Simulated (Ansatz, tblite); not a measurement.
**Cu(PH3)H (CuPH4): one state, many levels**

Aim: run the singlet of Cu(PH3)H (CuPH4) at one geometry on many levels, and compare frontier levels, spin and run time.

Program: Ansatz 0.2.0, Gaussian basis. Level of theory: as each input shows. These are calculated values, not measurements.

The runs, in order: GFN1-xTB, GFN2-xTB, PBE-D4/def2-TZVP, r2SCAN-D4/def2-TZVP, HSE06-D4/def2-TZVP, HF/def2-TZVP, BLYP-D4/def2-TZVP, B2PLYP/def2-TZVP, B97M-V/def2-TZVP, PBE-QIDH/def2-TZVP, LC-ωPBE/def2-TZVP, PBE-D4/def2-SVP, PBE0-D4/def2-SVP, HF/STO-3G, HF/6-31G, B3LYP-D4/6-31G, CCSD(T)/def2-TZVPP, MP2/def2-TZVP, RPA/def2-TZVP.

## 1. The structure

The singlet was relaxed beforehand with PBE0-D4/def2-TZVP.

6 atoms, charge 0, spin multiplicity 1.

Bond lengths: Cu1–P2 2.219 Å, Cu1–H6 1.524 Å, P2–H3 1.411 Å, P2–H4 1.411 Å, P2–H5 1.411 Å. Angles: P2–Cu1–H6 179.9°, Cu1–P2–H3 119.6°, Cu1–P2–H4 119.6°, Cu1–P2–H5 119.8°, H3–P2–H4 97.6°, H3–P2–H5 97.6°, H4–P2–H5 97.6°.

Coordinates:

```
Cu    0.0009    0.0096   -1.5744
P     0.0003   -0.0027    0.6441
H     0.7968   -0.9392    1.3372
H    -1.2058   -0.2321    1.3401
H     0.4078    1.1486    1.3512
H     0.0000    0.0158   -3.0982
```

Formally the metal is d10. No spin-orbit coupling is included.

PBE0-D4/def2-TZVP was run before; its log isn't repeated, and its numbers join the tables.

## 2. GFN1-xTB

Tight binding, by tblite at 300 K electronic temperature and without a spin-polarisation term:

```python
tblite.interface.Calculator('GFN1-xTB', numbers, positions, charge=0, uhf=0).singlepoint()
```

Energy -253.1609 eV, HOMO -10.63 eV, LUMO -6.85 eV; 0.004 s.

## 3. GFN2-xTB

Tight binding, by tblite at 300 K electronic temperature and without a spin-polarisation term:

```python
tblite.interface.Calculator('GFN2-xTB', numbers, positions, charge=0, uhf=0).singlepoint()
```

Energy -230.4302 eV, HOMO -8.49 eV, LUMO -6.33 eV; 0.003 s.

## 4. PBE-D4/def2-TZVP

start.molden holds the orbitals of an earlier run on this state, given as this run's starting guess.

The input, in.yaml:

```yaml
crystal:
  periodic: [false, false, false]
  atoms:
    - {symbol: Cu, position_ang: [0.000867, 0.009621, -1.574449]}
    - {symbol: P, position_ang: [0.000283, -0.002739, 0.644144]}
    - {symbol: H, position_ang: [0.796811, -0.939182, 1.337180]}
    - {symbol: H, position_ang: [-1.205822, -0.232150, 1.340105]}
    - {symbol: H, position_ang: [0.407812, 1.148634, 1.351218]}
    - {symbol: H, position_ang: [0.000049, 0.015817, -3.098196]}
basis:
  gaussian: {orbitals: def2-TZVP, initial_orbitals: start.molden}
hamiltonian: {xc: pbe, dispersion: d4}
scf: {omitted_lower_state_checks: [starts]}
output: {orbitals: {seedname: orbitals}}
```

Command:

```console
$ ansatz run in.yaml --threads 4 --pin off --events-out ev --progress --plain --max-ram 3916MiB
```

After this run come: r2SCAN-D4/def2-TZVP; HSE06-D4/def2-TZVP; HF/def2-TZVP; BLYP-D4/def2-TZVP; B2PLYP/def2-TZVP; B97M-V/def2-TZVP; PBE-QIDH/def2-TZVP; LC-ωPBE/def2-TZVP; PBE-D4/def2-SVP; PBE0-D4/def2-SVP; HF/STO-3G; HF/6-31G; B3LYP-D4/6-31G; CCSD(T)/def2-TZVPP; MP2/def2-TZVP; RPA/def2-TZVP.

Q: Predict the results of all the runs planned. Wanted: gap in def2-TZVP, named functionals and Hartree-Fock, smallest and largest; correlation energy, CCSD(T)/def2-TZVPP; correlation energy, MP2/def2-TZVP; binding an atom, CCSD(T)/def2-TZVPP; PBE0 total energy, smallest basis above largest.

As calculated:

```
                                                                  quantity                            value
gap in def2-TZVP, named functionals and Hartree-Fock, smallest and largest  3.65 eV (PBE-D4), 10.76 eV (HF)
                                    correlation energy, CCSD(T)/def2-TZVPP                        -19.35 eV
                                         correlation energy, MP2/def2-TZVP                        -17.20 eV
                                       binding an atom, CCSD(T)/def2-TZVPP                         2.334 eV
                           PBE0 total energy, smallest basis above largest   10.07 eV (def2-SVP, def2-TZVP)
```

What this shows: Orbital gaps of the named functionals and Hartree-Fock in def2-TZVP span 3.65 eV (PBE-D4) to 10.76 eV (HF); exact exchange widens it. A small miss in a minimal or small basis is a cancelling of errors, not accuracy. The functionals in def2-TZVP miss CCSD(T)/def2-TZVPP by +0.010 (HSE06-D4) to +0.113 eV (B97M-V) an atom. CCSD(T)/def2-TZVPP isn't at the basis-set limit; small misses against it rank nothing.
